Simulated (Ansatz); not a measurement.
Task: a rigid scan of one bond angle of CH₄OSeSi, SMILES O=C([SiH3])[SeH], with Ansatz 0.2.0 through its Python package. Give the script and its output. Level of theory (for the species named): r2SCAN, def2-SVP basis, multiplicity 1.

```yaml
atoms:
  - { symbol: O, position_ang: [1.6027, -1.1381, 0.4292] }
  - { symbol: C, position_ang: [0.4071, -0.6793, 0.3391] }
  - { symbol: Si, position_ang: [0.0669, 1.0964, -0.0714] }
  - { symbol: Se, position_ang: [-0.9915, -1.8547, 0.6266] }
  - { symbol: H, position_ang: [-0.6824, 1.1774, -1.3158] }
  - { symbol: H, position_ang: [-0.6519, 1.7325, 1.0414] }
  - { symbol: H, position_ang: [1.4076, 1.7969, -0.2306] }
  - { symbol: H, position_ang: [-1.0664, -2.1881, -0.8743] }
```

`bend_ch4osesi.py`:
```python
# -*- coding: utf-8 -*-
"""Bending curve of CH4OSeSi."""

import warnings

import ansatz as az
from ase import Atoms

warnings.simplefilter("ignore", az.DeckWarning)

atoms = Atoms(["O", "C", "Si", "Se", "H", "H", "H", "H"], positions=[
    (1.6027, -1.1381, 0.4292),
    (0.4071, -0.6793, 0.3391),
    (0.0669, 1.0964, -0.0714),
    (-0.9915, -1.8547, 0.6266),
    (-0.6824, 1.1774, -1.3158),
    (-0.6519, 1.7325, 1.0414),
    (1.4076, 1.7969, -0.2306),
    (-1.0664, -2.1881, -0.8743),
])

# start the scan from a relaxed geometry
first = (
    az.Crystal.molecule_from_ase(atoms).calculation()
    .basis(gaussian="def2-SVP")  # the orbital basis, by name
    .functional("r2scan")
    .relax(force_tolerance=0.02, max_steps=80)  # relax until the tolerances are met
)
atoms.positions = first.run(threads=1).report["positions_ang"]

rows = []
for angle in [85, 95, 105, 115, 125, 140, 160]:
    bent = atoms.copy()
    bent.set_angle(1, 3, 7, angle, indices=[7])
    model = az.Crystal.molecule_from_ase(bent).calculation().basis(gaussian="def2-SVP").functional("r2scan")
    rows.append((angle, model.run(threads=1).report["free_energy_ev"]))
floor = min(e for _, e in rows)
for angle, e in rows:
    print(f"angle C1-Se3-H7 = {angle:3d} deg   {1000 * (e - floor):9.1f} meV")
```

Output of `python bend_ch4osesi.py`:
```text
angle C1-Se3-H7 =  85 deg        62.2 meV
angle C1-Se3-H7 =  95 deg         0.0 meV
angle C1-Se3-H7 = 105 deg        69.4 meV
angle C1-Se3-H7 = 115 deg       244.7 meV
angle C1-Se3-H7 = 125 deg       504.4 meV
angle C1-Se3-H7 = 140 deg      1005.7 meV
angle C1-Se3-H7 = 160 deg      1735.0 meV
```

The scan is rigid, and the energies are electronic, in a modest basis. The zero is the lowest point of the grid, which needn't be the minimum. Hardware and time: 3.1 min on 1 thread of Arm Neoverse V2, with other jobs on the host, peak memory 0.24 GiB.

(A comment or docstring line of the script was reworded after the run, the code is as it ran.)
